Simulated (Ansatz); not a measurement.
# CH5BClN: a ladder of functionals and wavefunction methods

How much do the methods differ for CH5BClN? The plan is to run it at one geometry with functionals of several rungs and with coupled cluster, and see how far each lands from CCSD(T) at the basis-set limit for the atomisation energy.

Program: Ansatz 0.2.0, Gaussian basis. Level of theory: functionals in def2-TZVPP, the program's frozen cores in correlated methods. These are calculated values, not measurements.

Levels to be run: LDA (SPW92), PBE-D4, revPBE-D4, BLYP-D4, r2SCAN-D4, B97M-V, PBE0-D4, B3LYP-D4, r2SCANh-D4, r2SCAN0-D4, HSE06-D4, BHLYP-D4, CAM-B3LYP-D4, LC-ωPBE, ωB97X-V, ωB97M-V, B2PLYP, PBE-QIDH; CCSD(T)/def2-SVP; CCSD(T)/def2-TZVPP; CCSD(T)/def2-QZVPP; extrapolation to the limit; RPA on PBE.

## 1. The relaxed structure

The geometry comes from an earlier relaxation with PBE0-D4 in a triple-zeta def2 set; it is a stationary point, not always the lowest conformer.

SMILES `CB(N)Cl`, 9 atoms, charge 0, spin multiplicity 1.

Atoms are counted from 1 here; the program's logs count them from 0.

Bond lengths: C1–B2 1.563 Å, C1–H5 1.094 Å, C1–H6 1.093 Å, C1–H7 1.094 Å, B2–N3 1.389 Å, B2–Cl4 1.786 Å, N3–H8 1.005 Å, N3–H9 1.005 Å. Angles: B2–C1–H5 110.4°, B2–C1–H6 113.2°, B2–C1–H7 110.4°, H5–C1–H6 108.2°, H5–C1–H7 106.1°, H6–C1–H7 108.2°, C1–B2–N3 124.0°, C1–B2–Cl4 119.1°, N3–B2–Cl4 117.0°, B2–N3–H8 123.0°, B2–N3–H9 122.4°, H8–N3–H9 114.6°.

## 2. LDA

This LDA is Slater exchange with PW92 correlation.

Contents of in.yaml:

```yaml
crystal:
  periodic: [false, false, false]
  atoms:
    - {symbol: C, position_ang: [0.142490, 0.994888, -0.646228]}
    - {symbol: B, position_ang: [-0.222491, -0.435608, -0.132379]}
    - {symbol: N, position_ang: [0.119054, -0.919610, 1.123970]}
    - {symbol: Cl, position_ang: [-1.133550, -1.536476, -1.204240]}
    - {symbol: H, position_ang: [0.740451, 0.930341, -1.559903]}
    - {symbol: H, position_ang: [0.698520, 1.586397, 0.084992]}
    - {symbol: H, position_ang: [-0.763567, 1.545984, -0.914302]}
    - {symbol: H, position_ang: [-0.123401, -1.842927, 1.439550]}
    - {symbol: H, position_ang: [0.630995, -0.369491, 1.791439]}
basis:
  gaussian: {orbitals: def2-TZVPP}
hamiltonian: {xc: lda}
output: {orbitals: {seedname: orbitals}}
```

Run with:

```console
ansatz run in.yaml --threads 2 --pin off --events-out ev --progress --plain --max-ram 32768MiB --backend cpu
```

The runs that follow: PBE-D4 (GGA); revPBE-D4 (GGA); BLYP-D4 (GGA); r2SCAN-D4 (meta-GGA); B97M-V (meta-GGA); PBE0-D4 (hybrid); B3LYP-D4 (hybrid); r2SCANh-D4 (hybrid); r2SCAN0-D4 (hybrid); HSE06-D4 (hybrid); BHLYP-D4 (hybrid); CAM-B3LYP-D4 (range-separated); LC-ωPBE (range-separated); ωB97X-V (range-separated); ωB97M-V (range-separated); B2PLYP (double hybrid); PBE-QIDH (double hybrid); CCSD(T) in def2-SVP; CCSD(T) in def2-TZVPP; CCSD(T) in def2-QZVPP; RPA on PBE orbitals.

Before running them: what should the planned runs give, taken together? Wanted: atomisation energy, CCSD(T)/CBS; farthest beyond LDA; mean size of error, GGA; mean size of error, meta-GGA; mean size of error, hybrid; mean size of error, range-separated; mean size of error, double hybrid; gap, smallest and largest; T1 diagnostic.

As calculated:

| quantity | value |
| --- | --- |
| atomisation energy, CCSD(T)/CBS | 3431.6 kJ/mol |
| functionals within 17.2 kJ/mol (0.5 %) | revPBE-D4, BLYP-D4, r2SCANh-D4, r2SCAN0-D4, LC-ωPBE, B2PLYP, PBE-QIDH |
| farthest beyond LDA | PBE-D4 (+86.5 kJ/mol) |
| mean size of error, GGA | 33.9 kJ/mol |
| mean size of error, meta-GGA | 30.2 kJ/mol |
| mean size of error, hybrid | 30.5 kJ/mol |
| mean size of error, range-separated | 25.2 kJ/mol |
| mean size of error, double hybrid | 8.9 kJ/mol |
| gap, smallest and largest | 6.45 eV (LDA (SPW92)), 13.75 eV (LC-ωPBE) |
| T1 diagnostic | 0.0104 |
| triples share of the correlation energy | 3.9 % |

In words: The LDA atomisation energy is off by 485.3 kJ/mol (14 %): it overbinds. PBE-D4 is off by +86.5 kJ/mol. Double hybrids carry the basis error of their MP2 part in triple zeta, and no dispersion term here, so their miss is partly the set-up's. Taken by rung, double hybrid functionals do best (8.9 kJ/mol on average) and GGA ones worst beyond LDA (33.9 kJ/mol). Misses under about 17.2 kJ/mol are within the doubt on the reference itself, which lacks core-valence correlation, relativity and higher excitations. Hartree-Fock recovers 75 % of the binding; the rest is correlation. CCSD(T) in def2-SVP is off by -162.0 kJ/mol, more than most functionals: a good method in a small basis is no reference. Orbital gaps span 6.4 to 13.8 eV; exact exchange widens them.
